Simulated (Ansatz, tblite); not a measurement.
**The cluster Li₃Cl₃: a ladder of methods and basis sets**

One table from this session's results is given with a row withheld; the runs are named, their logs left out.

Program: Ansatz 0.2.0, Gaussian basis. Level of theory: as each input shows. These are calculated values, not measurements.

Plan: GFN1-xTB, GFN2-xTB, PBE-D4/def2-TZVP, r2SCAN-D4/def2-TZVP, B3LYP-D4/def2-TZVP, LC-ωPBE/def2-TZVP, BLYP-D4/def2-TZVP, ωB97M-V/def2-TZVP, BHLYP-D4/def2-TZVP, ωB97X-V/def2-TZVP, HF/def2-TZVP, PBE-D4/def2-SVP, PBE0-D4/def2-SVP, HF/STO-3G, PBE0-D4/def2-TZVPD, PBE-D4/def2-TZVPD, r2SCAN-D4/def2-TZVPD, CCSD(T)/def2-TZVPP, MP2/def2-TZVP, RPA/def2-TZVP.

1 further run of the same task is left out (set aside as unsound or not needed). Runs told in other sessions of the task aren't counted.

**The geometry**

The geometry is that of the singlet, from an earlier relaxation (PBE-D4/def2-SVP). At that level it is the lowest of the isomers that a small search found.

6 atoms, charge 0, spin multiplicity 1.

Bond lengths: Li1–Cl4 2.179 Å, Li1–Cl5 2.179 Å, Li2–Cl5 2.179 Å, Li2–Cl6 2.178 Å, Li3–Cl4 2.179 Å, Li3–Cl6 2.179 Å. Angles: Cl4–Li1–Cl5 141.6°, Cl5–Li2–Cl6 141.6°, Cl4–Li3–Cl6 141.7°, Li1–Cl4–Li3 98.3°, Li1–Cl5–Li2 98.4°, Li2–Cl6–Li3 98.3°.

PBE0-D4/def2-TZVP was run before; its log isn't repeated, and its numbers join the tables.

The first run:

Tight binding, by tblite at 300 K electronic temperature and without a spin-polarisation term:

```python
tblite.interface.Calculator('GFN1-xTB', numbers, positions, charge=0, uhf=0).singlepoint()
```

Tight binding, by tblite at 300 K electronic temperature and without a spin-polarisation term:

```python
tblite.interface.Calculator('GFN2-xTB', numbers, positions, charge=0, uhf=0).singlepoint()
```

start.molden holds the orbitals of an earlier run on this state, given as this run's starting guess.

The input, in.yaml:

```yaml
crystal:
  periodic: [false, false, false]
  atoms:
    - {symbol: Li, position_ang: [0.978180, 1.631845, 0.080499]}
    - {symbol: Li, position_ang: [-1.904147, 0.026915, 0.041013]}
    - {symbol: Li, position_ang: [0.925090, -1.657789, -0.121672]}
    - {symbol: Cl, position_ang: [2.375737, -0.033577, -0.058424]}
    - {symbol: Cl, position_ang: [-1.155164, 2.070555, 0.134513]}
    - {symbol: Cl, position_ang: [-1.219706, -2.037948, -0.075930]}
basis:
  gaussian: {orbitals: def2-TZVP, initial_orbitals: start.molden}
hamiltonian: {xc: pbe, dispersion: d4}
scf: {omitted_lower_state_checks: [starts]}
output: {orbitals: {seedname: orbitals}}
```

The run is started by

```
$ ansatz run in.yaml --threads 4 --pin off --events-out ev --progress --plain --max-ram 3916MiB
```

Among the steps run: PBE-D4/def2-TZVP; r2SCAN-D4/def2-TZVP; B3LYP-D4/def2-TZVP; LC-ωPBE/def2-TZVP; BLYP-D4/def2-TZVP; ωB97M-V/def2-TZVP; BHLYP-D4/def2-TZVP; ωB97X-V/def2-TZVP; HF/def2-TZVP; PBE-D4/def2-SVP; PBE0-D4/def2-SVP; HF/STO-3G; PBE0-D4/def2-TZVPD; PBE-D4/def2-TZVPD; r2SCAN-D4/def2-TZVPD; CCSD(T)/def2-TZVPP; MP2/def2-TZVP; RPA/def2-TZVP.

One table of the session follows, with a row left open; its other results are not shown here.

It belongs to the step «Levels side by side». 

```
               level  HOMO (eV)  gap (eV)
           HF/STO-3G     -10.32     13.50
        HF/def2-TZVP     -11.76     12.71
     PBE-D4/def2-SVP      -6.81      5.69
    PBE-D4/def2-TZVP      -7.09      5.87
   PBE-D4/def2-TZVPD      -7.10      5.86
   BLYP-D4/def2-TZVP          ?         ?
 r2SCAN-D4/def2-TZVP      -7.45      6.84
r2SCAN-D4/def2-TZVPD      -7.42      6.81
  B3LYP-D4/def2-TZVP      -8.20      7.29
    PBE0-D4/def2-SVP      -8.24      7.66
   PBE0-D4/def2-TZVP      -8.49      7.83
  PBE0-D4/def2-TZVPD      -8.47      7.78
  BHLYP-D4/def2-TZVP      -9.73      9.45
   LC-ωPBE/def2-TZVP     -11.34     12.14
   ωB97X-V/def2-TZVP     -10.94     11.64
   ωB97M-V/def2-TZVP     -10.79     10.95
```

**Question.** Estimate the row for BLYP-D4/def2-TZVP.

Worked estimate for «HOMO (eV)». Against the share of exact exchange, B3LYP-D4/def2-TZVP (0.2, -8.20), BHLYP-D4/def2-TZVP (0.5, -9.73) give a slope of -5.10 per unit share; at 0 the line stands at -7.18.

**Answer.** HOMO (eV): -6.92; gap (eV): 5.71. In «HOMO (eV)» the line misses by -0.26.
